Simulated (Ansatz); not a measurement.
Debugging a frozen displacement of one atom of Lu3Si, space group Pm-3m (the Ansatz DFT code, driven from Python).

Run as a notebook:

**Cell 1**
```python
import ansatz
import numpy as np
from pymatgen.core import Lattice, Structure
from pymatgen.io.ase import AseAtomsAdaptor
```

**Cell 2**
```python
CUTOFF_EV = 420
OCCUPATIONS = "mp1"
```

**Cell 3**
```python
pmg_structure = Structure(
    Lattice([[4.541419, 0.0, 0.0], [0.0, 4.541419, 0.0], [0.0, 0.0, 4.541419]]),
    ["Lu", "Lu", "Lu", "Si"],
    [
        [0.0, 0.5, 0.5],
        [0.5, 0.0, 0.5],
        [0.5, 0.5, 0.0],
        [0.0, 0.0, 0.0],
    ],
)
crystal = ansatz.Crystal.from_ase(AseAtomsAdaptor.get_atoms(pmg_structure))
```

**Cell 4**
```python
[site.symbol for site in crystal.resolved().sites]
```
Output:
```text
['Lu', 'Lu', 'Lu', 'Si']
```

**Cell 5**
```python
inverse = np.linalg.inv(np.array(crystal.lattice.vectors))
home = np.array(crystal.sites[3].position)
values = np.linspace(-0.2, 0.2, 5)
energies, pulls = [], []
for shift in values:
    moved = crystal.move(3, to=home + shift * inverse[2])
    calculation = (
        moved.calculation()
        .functional(ansatz.Functional.PBESOL)
        .basis(CUTOFF_EV)
        .kpoints(5)
        .occupations(OCCUPATIONS)
        .forces()
    )
    rep = calculation.run(threads=1, pin="off").report
    energies.append(rep["free_energy_ev"])
    pulls.append(rep["forces_ev_ang"][3][2])

print("shift (A)   dE (eV)   force along z (eV/A)")
for shift, e, f in zip(values, energies, pulls):
    print(f"{shift:8.3f} {e - energies[2]:10.5f} {f:12.4f}")
print(f"stiffness from energies {2 * np.polyfit(values, energies, 2)[0]:.3f}, from forces {-np.polyfit(values, pulls, 1)[0]:.3f} eV/A^2")
```
Output:
```text
Traceback (most recent call last):
  File "<cell 5>", line 12, in <module>
    .occupations(OCCUPATIONS)
     ~~~~~~~~~~~^^^^^^^^^^^^^
  ...
ansatz.errors.InputError: .occupations('mp1'): not one of fermi_dirac, gaussian, methfessel_paxton, cold, fixed, tetrahedron, tetrahedron_uncorrected, explicit  [scf.occupations.method]
```

What is wrong, and how is it mended?

The fault: the smearing's name isn't one that the program knows. The correction:

```diff
--- before
+++ after
@@
 CUTOFF_EV = 420
-OCCUPATIONS = "mp1"
+OCCUPATIONS = "Fermi-Dirac"
```

The cells in order, each with its output:

(earlier cells as before)

```python
CUTOFF_EV = 420
OCCUPATIONS = "Fermi-Dirac"
```

```python
pmg_structure = Structure(
    Lattice([[4.541419, 0.0, 0.0], [0.0, 4.541419, 0.0], [0.0, 0.0, 4.541419]]),
    ["Lu", "Lu", "Lu", "Si"],
    [
        [0.0, 0.5, 0.5],
        [0.5, 0.0, 0.5],
        [0.5, 0.5, 0.0],
        [0.0, 0.0, 0.0],
    ],
)
crystal = ansatz.Crystal.from_ase(AseAtomsAdaptor.get_atoms(pmg_structure))
```

```python
[site.symbol for site in crystal.resolved().sites]
```

    ['Lu', 'Lu', 'Lu', 'Si']

```python
inverse = np.linalg.inv(np.array(crystal.lattice.vectors))
home = np.array(crystal.sites[3].position)
values = np.linspace(-0.2, 0.2, 5)
energies, pulls = [], []
for shift in values:
    moved = crystal.move(3, to=home + shift * inverse[2])
    calculation = (
        moved.calculation()
        .functional(ansatz.Functional.PBESOL)
        .basis(CUTOFF_EV)
        .kpoints(5)
        .occupations(OCCUPATIONS)
        .forces()
    )
    rep = calculation.run(threads=1, pin="off").report
    energies.append(rep["free_energy_ev"])
    pulls.append(rep["forces_ev_ang"][3][2])

print("shift (A)   dE (eV)   force along z (eV/A)")
for shift, e, f in zip(values, energies, pulls):
    print(f"{shift:8.3f} {e - energies[2]:10.5f} {f:12.4f}")
print(f"stiffness from energies {2 * np.polyfit(values, energies, 2)[0]:.3f}, from forces {-np.polyfit(values, pulls, 1)[0]:.3f} eV/A^2")
```

    shift (A)   dE (eV)   force along z (eV/A)
      -0.200    0.04804       0.4869
      -0.100    0.01188       0.2385
       0.000    0.00000       0.0000
       0.100    0.01188      -0.2385
       0.200    0.04804      -0.4869
    stiffness from energies 2.406, from forces 2.425 eV/A^2

Caveats:
- For a metal this k-point mesh is coarse: on a finer one energies can move by several to tens of meV an atom and pressures by half a GPa or more, differences at one mesh by less.
- In a metal a curvature from energy changes of a few meV or less hangs on mesh and smearing, in size and even in sign.
- The structure comes from a database of computed cells and needn't be a stable or known phase.
- All periodic images of the atom move with it, so the curvature is one diagonal element of the zone-centre force constants and no normal mode; a positive value doesn't exclude soft modes in which several atoms move.
- It ran for 35 s on 1 thread of Arm Neoverse V2 (shared host), peak memory 0.49 GiB.
